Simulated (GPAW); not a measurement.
# HfMo (Cmmm) in GPAW: reference runs

How does HfMo come out in PBE? The cell is run as given.

All numbers are computed with GPAW 26.7.0; they aren't measurements. Logs are shortened: lines on timing, memory, paths and dates and some standing lists are left out, and cuts for length are marked. The log counts tension as positive stress, the text compression.

### Step 1. The structure

The structure is orthorhombic, space group Cmmm (No. 65). Conventional cell: a = 3.342 Å, b = 4.945 Å, c = 4.447 Å, α = 90.00°, β = 90.00°, γ = 90.00°. Hf (site symmetry mmm) has 4 Mo at 2.78 Å and 4 Hf at 2.98 Å as nearest neighbours. Mo (site symmetry mmm) has 4 Hf at 2.78 Å and 4 Mo at 2.98 Å as nearest neighbours.

The cell comes from a database or a generator and needn't be the stable form of this composition.

### Step 2. Single point, PBE

Input file run.py:

```python
from ase import Atoms
from ase.dft.bandgap import bandgap
from ase.io import write
from ase.units import Bohr, GPa
from gpaw import GPAW, PW
from gpaw.elf import elf_from_dft_calculation

atoms = Atoms(['Hf', 'Mo'],
              cell=[[1.6712035, -2.472467, 0.0],
                    [1.6712035, 2.472467, 0.0],
                    [0.0, 0.0, 4.447011]],
              scaled_positions=[[0.0, 0.0, 0.0],
                                [0.5, 0.5, 0.5]],
              pbc=True)

calc = GPAW(mode=PW(600),
            xc='PBE',
            kpts={'size': (10, 10, 6), 'gamma': True},
            occupations={'name': 'fermi-dirac', 'width': 0.05},
            nbands=26,
            convergence={'density': 1e-05, 'energy': 1e-05},
            maxiter=150,
            txt='gpaw.txt')
atoms.calc = calc
energy = atoms.get_potential_energy()
forces = atoms.get_forces()
stress = atoms.get_stress()
calc.write('gs.gpw')
write('result.traj', atoms)
print(f'Energy: {energy:.6f} eV')
print('Forces (eV/A):')
print(forces.round(4))
print('Stress (GPa):', (stress / GPa).round(3))
print('Fermi level:', round(calc.get_fermi_level(), 4), 'eV')
print(f'Gap: {bandgap(calc)[0]:.4f} eV, direct: {bandgap(calc, direct=True)[0]:.4f} eV')

# fields on the real-space grid
write('density.cube', atoms, data=calc.get_pseudo_density() * Bohr**3)
write('potential.cube', atoms, data=calc.get_electrostatic_potential())
write('elf.cube', atoms, data=elf_from_dft_calculation(calc).data)
```

Potentials or basis: GPAW PAW data sets (gpaw-data 1.2.1), pw.

Run with:

```bash
> OMP_NUM_THREADS=1 python run.py
```

gpaw.txt:

```text
__  _  _
 | _ |_)|_||  |
 |__||  | ||/\| - 26.7.0

Input parameters:
  mode=PW(ecut=600.0),
  convergence={'density': 1e-05, 'energy': 1e-05},
  kpts=MonkhorstPack(size=(10, 10, 6), gamma=True),
  maxiter=150,
  nbands=26,
  occupations=Occupations(name='fermi-dirac', width=0.05),
  xc=XC(name='PBE')

Diagonalizing LCAO Hamiltonian
Converting LCAO to pw mode

           Mo

       Hf

Atoms  # Å, Bohr magnetons
|   | symbol |        x |        y |        z |    initial magnetic moments |
|---|--------|----------|----------|----------|-----------------------------|
| 0 |     Hf | 0.000000 | 0.000000 | 0.000000 | ( 0.0000,  0.0000,  0.0000) |
| 1 |     Mo | 1.671204 | 0.000000 | 2.223505 | ( 0.0000,  0.0000,  0.0000) |

Unit cell  # Å
| periodic |        x |         y |        z |  lengths |     angles |
|----------|----------|-----------|----------|----------|------------|
|      yes | 1.671204 | -2.472467 | 0.000000 | 2.984295 |  90.000000 |
|      yes | 1.671204 |  2.472467 | 0.000000 | 2.984295 |  90.000000 |
|      yes | 0.000000 |  0.000000 | 4.447011 | 4.447011 | 111.888473 |

Number of symmetries: 8
Symmetry operations  # r_c * U_cc + t_c -> r_c
|   | kind |            matrix            |
|---|------|------------------------------|
| 0 |  E   |  1, 0, 0,  0, 1, 0,  0, 0, 1 |
| 1 |  σ   |  1, 0, 0,  0, 1, 0,  0, 0,-1 |
| 2 |  σ   |  0, 1, 0,  1, 0, 0,  0, 0, 1 |
| 3 |  C2  |  0, 1, 0,  1, 0, 0,  0, 0,-1 |
| 4 |  σ   |  0,-1, 0, -1, 0, 0,  0, 0, 1 |
| 5 |  C2  |  0,-1, 0, -1, 0, 0,  0, 0,-1 |
| 6 |  C2  | -1, 0, 0,  0,-1, 0,  0, 0, 1 |
| 7 |  i   | -1, 0, 0,  0,-1, 0,  0, 0,-1 |

BZ-sampling:
  Number of BZ points: 600
  Number of IBZ points: 124

  Monkhorst-Pack size: [10, 10, 6]
  Monkhorst-Pack shift: [0.05, 0.05, 0.08333333333333333]

K-points  # in reciprocal-cell coordinates
|     |                                coordinates |     weight |
|-----|--------------------------------------------|------------|
|   0 | (  0.00000000,   0.00000000,   0.00000000) | 0.00166667 |
|   1 | (  0.00000000,   0.00000000,   0.16666667) | 0.00333333 |
|   2 | (  0.00000000,   0.00000000,   0.33333333) | 0.00333333 |
|   3 | (  0.00000000,   0.00000000,   0.50000000) | 0.00166667 |
|   4 | (  0.10000000,  -0.10000000,   0.00000000) | 0.00333333 |
|   5 | (  0.10000000,  -0.10000000,   0.16666667) | 0.00666667 |
|   6 | (  0.10000000,  -0.10000000,   0.33333333) | 0.00666667 |
|   7 | (  0.10000000,  -0.10000000,   0.50000000) | 0.00333333 |
|   8 | (  0.10000000,   0.00000000,   0.00000000) | 0.00666667 |
|   9 | (  0.10000000,   0.00000000,   0.16666667) | 0.01333333 |
| ... |                                            |            |
| 123 | (  0.50000000,   0.50000000,   0.50000000) | 0.00166667 |

Plane wave coefficients: 1256
Cutoff: 600.0 eV

Spin-components: 1 (collinear spins)
Bands:           26
Projectors:      12
Spin-degeneracy: 2
Datatype:        complex128

Parallelization:
  kpt:    1
  domain: 1
  band:   1

Density:
  Valence electrons: 26.0
  Components: 1
  Grid points: [18 18 27]
  Charge: 0.0  # |e|

Potential:
  Grid points: [18 18 27]

species:
  Hf:
    name:    Hafnium
    Z:       72.0
    valence: 12
    core:    60
    charge:  0.0  # [|e|]
    compensation charges:
      type: gauss
      rc: 0.41  # [Å]
      lmax: 2
    cutoffs:
      filter: 2.36  # [Å]
      core: 4.02  # [Å]
    projectors
    | kind |    occ | energy [eV] | rcut [Å] |
    |------|--------|-------------|----------|
    |   5s |  2.000 |     -66.831 |    1.397 |
    |   6s |  2.000 |      -5.097 |    1.397 |
    |   5p |  6.000 |     -35.599 |    1.307 |
    |   6p |  0.000 |      -1.401 |    1.307 |
    |   5d |  2.000 |      -2.699 |    1.334 |
    |    d |        |      24.513 |    1.334 |

    Using partial waves for Hf as LCAO basis

  Mo:
    name:    Molybdenum
    Z:       42.0
    valence: 14
    core:    28
    charge:  0.0  # [|e|]
    compensation charges:
      type: gauss
      rc: 0.38  # [Å]
      lmax: 2
    cutoffs:
      filter: 2.16  # [Å]
      core: 1.42  # [Å]
    projectors
    | kind |    occ | energy [eV] | rcut [Å] |
    |------|--------|-------------|----------|
    |   4s |  2.000 |     -64.307 |    1.238 |
    |   5s |  1.000 |      -4.084 |    1.238 |
    |   4p |  6.000 |     -38.491 |    1.296 |
    |   5p |  0.000 |      -1.044 |    1.296 |
    |   4d |  5.000 |      -3.754 |    1.296 |
    |    d |        |      23.458 |    1.296 |

    Using partial waves for Mo as LCAO basis

Reference energy: -520020.187907  # eV

eigensolver:
  PPCG
  Converge bands: occupied
  niter=2

density mixing:
  MSR1-Mixer
  Pratt-step length: 0.05
  Maximum mixing coefficient: 0.75
  Old densities: 10
  SVD Regularization: 0.005
  Good broyden scale: 1.0
  Trust region scale: 1.0
  Backstep threshold: 4.0
  History deletion threshold: 6.0
  Fourier metric: weight=20.0, sigma=0.015

occupation numbers:
  Fermi-Dirac:
    width: 0.0500  # eV

poisson solver:
  ecut: 4800.0  # eV

xc functional:
  name: PBE with 2 nearest neighbor stencil

convergence criteria:
- Maximum integral of absolute [dens]ity change: 1e-05 electrons / valence electron
- Maximum [total energy] change in last 3 cyles: 1e-05 eV / valence electron
- Maximum integral of absolute [eigenst]ate change: 4e-08 eV^2 / valence electron
maximum number of iterations: 150

SCF iterations
|iter     | |      energy | eigst |  dens |
|---------|-|-------------|-------|-------|
|iter:   1| |  -19.956792 | +0.20 |       |
|iter:   2| |  -19.379426 | -1.95 | -1.03 |
|iter:   3| |  -18.704520 | -1.85 | -1.14 |
|iter:   4| |  -18.567833 | -2.03 | -1.43 |
|iter:   5| |  -18.573195 | -3.36 | -1.95 |
|iter:   6| |  -18.576637 | -3.82 | -2.22 |
|iter:   7| |  -18.576743 | -5.15 | -3.02 |
|iter:   8| |  -18.576736c| -6.82 | -3.82 |
|iter:   9| |  -18.576736c| -7.63c| -4.35 |
|iter:  10| |  -18.576736c| -8.90c| -5.32c|

Converged in 10 steps
Energy contributions relative to reference atoms: (reference = -520020.187907)

Energy contributions:
  Kinetic:          -2.179809
  Coulomb:          -1.700162
  Zero:             -0.741428
  External:          0.000000
  Xc:              -13.946497
  Entropy:          -0.017680
  Spinorbit:         0.000000
  ----------------------------
  Free energy:     -18.585576
  Extrapolated:    -18.576736

dipole moment: (-12.123706, 0.000000, -16.130368)  # |e|*Ang

Fermi level: 11.293
Eigenvalues  # (at kpt = [0.000, 0.000, 0.000])
| band index |      eig [eV] | occ [0-2] |
|------------|---------------|-----------|
|          0 |       -49.696 |     2.000 |
|        ... |               |           |
|          4 |       -22.911 |     2.000 |
|          5 |       -18.494 |     2.000 |
|          6 |       -18.283 |     2.000 |
|          7 |       -18.157 |     2.000 |
|          8 |         4.432 |     2.000 |
|          9 |         7.434 |     2.000 |
|         10 |         9.697 |     2.000 |
|         11 |        10.848 |     2.000 |
|         12 |        11.352 |     0.472 |
|         13 |        12.845 |     0.000 |
|         14 |        13.160 |     0.000 |
|         15 |        13.856 |     0.000 |
|         16 |        14.007 |     0.000 |
|         17 |        15.926 |     0.000 |
|         18 |        16.630 |     0.000 |
|         19 |        19.168 |     0.000 |
|        ... |               |           |
|         25 |        32.143 |     0.000 |

No gap
No difference between direct/indirect transitions

Forces  # eV/Ang
|       x |       y |       z |
|---------|---------|---------|
| 0.00000 | 0.00000 | 0.00000 |  # Hf   0
| 0.00000 | 0.00000 | 0.00000 |  # Mo   1

Stress tensor  # eV/Ang^3
|         x |        y |         z |
|-----------|----------|-----------|
| -0.008179 | 0.000000 |  0.000000 |
|  0.000000 | 0.004092 |  0.000000 |
|  0.000000 | 0.000000 | -0.005374 |

# Writing to gs.gpw (mode='')
```

Wall time 62 s (1 thread of AMD EPYC 7B13 (Zen 3), shared host); peak memory 0.23 GiB.

Results:

```yaml
Free_energy: -18.5856 eV
Pressure: 0.5 GPa
Band_gap_on_the_k_mesh: none (metal or under the smearing width)
```

Stress tensor (GPa, compression positive):
```
 1.31  0.00  0.00
 0.00 -0.66  0.00
 0.00  0.00  0.86
```

The run has no spin-orbit coupling, so splittings on Hf are missing.
